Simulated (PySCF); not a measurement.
# SiCl2F (SMILES F[Si](Cl)Cl) at UB3LYP/STO-6G

Aim: the vertical doublet–quartet gap of SiCl2F at UB3LYP/STO-6G, from 2 runs. Input form: a Python script.

The calculation is run with PySCF 2.14.0.

9 further runs of the same task are left out: 2 that didn't finish, 7 set aside as unsound or not needed.

### Step 1. Starting point

SiCl2F: 4 atoms, total charge 0, spin state doublet. SMILES: `F[Si](Cl)Cl`. Geometry: relaxed at GFN2-xTB.

Bond lengths: F1–Si2 1.619 Å, Si2–Cl3 2.009 Å, Si2–Cl4 2.009 Å. Angles: F1–Si2–Cl3 104.6°, F1–Si2–Cl4 104.6°, Cl3–Si2–Cl4 115.3°.

### Step 2. The energy at UB3LYP/STO-6G

calc.py

```python
from pyscf import gto, dft

mol = gto.Mole()
mol.atom = '''
F        1.188320      -0.376450       0.907180
Si       0.062910      -0.422220      -0.255610
Cl      -1.686390      -0.399210       0.731740
Cl       0.435160       1.197870      -1.383320
'''
mol.max_memory = 1860
mol.verbose = 4
mol.charge = 0
mol.spin = 1
mol.basis = 'sto-6g'
mol.build()

myscf = dft.UKS(mol, xc='b3lyp')
myscf.conv_tol = 1e-10
myscf.grids.level = 5
myscf.kernel()
if not myscf.converged:
    myscf = myscf.newton().run(myscf.mo_coeff, myscf.mo_occ)

etot = myscf.e_tot
print('Final energy', etot)
```

Command:

```sh
$ OMP_NUM_THREADS=1 python calc.py
```

Standard output:

```text
PySCF version 2.14.0

[INPUT] num. atoms = 4
[INPUT] num. electrons = 57
[INPUT] charge = 0
[INPUT] spin (= nelec alpha-beta = 2S) = 1
[INPUT] symmetry False subgroup None
[INPUT] Mole.unit = angstrom
[INPUT] Symbol           X                Y                Z      unit          X                Y                Z       unit  Magmom
[INPUT]  1 F      1.188320000000  -0.376450000000   0.907180000000 AA    2.245599348343  -0.711387399593   1.714321745683 Bohr   0.0
[INPUT]  2 Si     0.062910000000  -0.422220000000  -0.255610000000 AA    0.118882670496  -0.797880164314  -0.483032894700 Bohr   0.0
[INPUT]  3 Cl    -1.686390000000  -0.399210000000   0.731740000000 AA   -3.186815239205  -0.754397566188   1.382788194389 Bohr   0.0
[INPUT]  4 Cl     0.435160000000   1.197870000000  -1.383320000000 AA    0.822333220366   2.263646232833  -2.614095942633 Bohr   0.0

[... 41 lines left out ...]
WARN: HOMO -0.203775857752666 >= LUMO -0.203775857752663
[... 42 lines left out ...]
converged SCF energy = -1305.04448582089  <S^2> = 0.75129887  2S+1 = 2.0012985
Final energy -1305.0444858208907
```

Wall time 9.9 s (1 thread of Arm Neoverse V1, shared host); peak memory 0.26 GiB.

### Step 3. The quartet at the same level

input.py

```python
from pyscf import gto, dft

mol = gto.M(
    atom='''
F    1.188320  -0.376450   0.907180
Si   0.062910  -0.422220  -0.255610
Cl  -1.686390  -0.399210   0.731740
Cl   0.435160   1.197870  -1.383320
''',
    max_memory=1860,
    spin=3,
    verbose=3,
    basis='sto-6g',
)

mf = dft.UKS(mol)
mf.xc = 'b3lyp'
mf.grids.level = 5
mf.conv_tol = 1e-10
mf.kernel()
if not mf.converged:
    mf = mf.newton().run(mf.mo_coeff, mf.mo_occ)

etot = mf.e_tot
print('E(%s) = %.9f' % ('B3LYP', etot))
```

Command:

```sh
$ OMP_NUM_THREADS=1 python input.py
```

Standard output:

```text
WARN: HOMO 0.0645177977953355 >= LUMO -0.448646058397532

WARN: HOMO 0.102853649941798 >= LUMO -0.0292577095529374

WARN: HOMO 0.0929467738736896 >= LUMO -0.192907344123693

WARN: HOMO 0.0975248441959614 >= LUMO -0.197188825778048

WARN: HOMO 0.110358928208043 >= LUMO -0.197703957224892

WARN: HOMO 0.10895309750919 >= LUMO -0.197366660880215

WARN: HOMO 0.108544808551841 >= LUMO -0.197218042409317

WARN: HOMO 0.108549854930146 >= LUMO -0.197255214909647

WARN: HOMO 0.108587209228208 >= LUMO -0.197270459431665

WARN: HOMO 0.108765043594382 >= LUMO -0.197184984726841

WARN: HOMO 0.108956797738557 >= LUMO -0.196943774971175

WARN: HOMO 0.108956696199455 >= LUMO -0.197169587809715

WARN: HOMO 0.10900844641563 >= LUMO -0.197198329070426

WARN: HOMO 0.109014501594771 >= LUMO -0.197249755111653

WARN: HOMO 0.10901876813504 >= LUMO -0.197233344378585

WARN: HOMO 0.109018220626556 >= LUMO -0.197226231592865

WARN: HOMO 0.109018386147745 >= LUMO -0.19722667251227

WARN: HOMO 0.109018359880457 >= LUMO -0.197226540854494

converged SCF energy = -1304.6954317046  <S^2> = 3.750752  2S+1 = 4.000376
E(B3LYP) = -1304.695431705
```

Run time: 15 s. Hardware: 1 thread of Arm Neoverse V1, shared host; peak memory 0.26 GiB.

### Step 4. Results

Level: UB3LYP/STO-6G.

| quantity | value |
| --- | --- |
| doublet: total energy | -1305.04449 Eh |
| doublet: dipole moment | 2.11 D |
| doublet: HOMO energy (highest over α and β) | -4.46 eV |
| doublet: LUMO energy (lowest over α and β) | -1.49 eV |
| doublet: ⟨S²⟩ | 0.751 |
| quartet: total energy | -1304.69543 Eh |
| quartet: dipole moment | 2.30 D |
| quartet: ⟨S²⟩ | 3.751 |
| vertical energy of the quartet above the doublet | 9.498 eV |

**Reading.** At this shape the quartet lies 9.50 eV (916 kJ/mol) above the doublet. In a minimal basis such a difference can be off by several eV, whatever the method. Mulliken charges (quartet) run from -0.20 on Cl4 to +0.53 on Si2; they depend strongly on the basis.
